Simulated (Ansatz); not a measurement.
# NbTe2: the cost of one run

Program: the Python package of Ansatz 0.2.0. Level of theory: DFT PBEsol+D4, plane waves, PAW. These are calculated values, not measurements.

## (1) The system

The structure is trigonal, space group P-3m1 (No. 164). Conventional cell: a = 3.720 Å, b = 3.720 Å, c = 7.148 Å, α = 90.00°, β = 90.00°, γ = 120.00°. Nb (site symmetry -3m) has 6 Te at 2.81 Å as nearest neighbours. Te (site symmetry 3m) is surrounded by 3 Nb at 2.81 Å.

The script holds or builds the structure itself.

## (2) Script

The input, run_strain.py:

```python
import logging
import sys
import warnings

import ansatz as az
import matplotlib.pyplot as plt
import numpy as np

logging.basicConfig(stream=sys.stdout, format='%(name)s: %(message)s')
logger = logging.getLogger('calc')
logger.setLevel(logging.INFO)

VECTORS = np.array([
    [3.720464, 0.0, 0.0],
    [-1.860232, 3.222016, 0.0],
    [0.0, 0.0, 7.148266],
])
SITES = [
    ('Nb', [0.0, 0.0, 0.0]),
    ('Te', [2 / 3, 1 / 3, 0.745632]),
    ('Te', [1 / 3, 2 / 3, 0.254368]),
]


def on_lattice(cell):
    crystal = az.Crystal(lattice=az.Lattice.of(cell))
    for symbol, position in SITES:
        crystal = crystal.atom(symbol, position)
    return crystal

warnings.simplefilter('ignore', az.DeckWarning)

values = np.linspace(-0.01, 0.01, 5)
energies = []
for d in values:
    strain = np.array([[0, d / 2, 0], [d / 2, 0, 0], [0, 0, 0]])
    cell = VECTORS @ (np.eye(3) + strain)
    job = (
        on_lattice(cell).calculation()
        .scf(tolerance=1e-09)
        .functional('pbesol', dispersion='d4')
        .pseudopotentials('paw')
        .occupations('cold', width=100 * az.meV)
        .basis(520)
        .kpoints(11, 11, 5)
    )
    data = job.run(threads=1, pin='off').report
    energies.append(data['free_energy_ev'] / len(SITES))
    logger.info(f'd = {d:+.4f}  F = {energies[-1]:.5f} eV/atom')
energies = np.array(energies)

for value, e in zip(values, energies):
    logger.info(f'strain {value:7.3f}   E - Emin = {1000 * (e - energies.min()):9.3f} meV/atom')
plt.figure(figsize=(4.5, 3))
plt.plot(values, 1000 * (energies - energies.min()), 'o-')
plt.xlabel('strain')
plt.ylabel('meV/atom')
plt.tight_layout()
plt.savefig('strain.png', dpi=100)
curvature = 2 * np.polyfit(values, energies, 3)[1]
volume = abs(np.linalg.det(VECTORS)) / len(SITES)
logger.info(f'd2E/dd2 over the volume: {curvature / volume * 160.21766:.1f} GPa')
```

## (3) The calls as engine input

The engine receives this input (first run):

```yaml
crystal:
  lattice:
    - [3.720464, -0.018602320000000002, 0.0]
    - [-1.8763420800000001, 3.23131716, 0.0]
    - [0.0, 0.0, 7.148266]
  atoms:
    - { symbol: Nb, position: [0.0, 0.0, 0.0] }
    - { symbol: Te, position: [0.6666666666666666, 0.3333333333333333, 0.745632] }
    - { symbol: Te, position: [0.3333333333333333, 0.6666666666666666, 0.254368] }
basis:
  ecutwfc: 520.0
kpoints:
  mp_grid:
    grid: [11, 11, 5]
hamiltonian:
  xc: pbesol
  dispersion: d4
  pseudopotentials:
    kind: paw
scf:
  convergence:
    dr2_threshold: 1.0e-09
  occupations:
    method: cold
    width: 0.1
```

## (4) Running it

Started as:

```sh
python run_strain.py
```

**Question.** How long does this script take on 1 thread of AMD EPYC 9R45 (Zen 5), shared host, and how much memory does it need?

About 56 s, with a peak of 0.98 GiB.
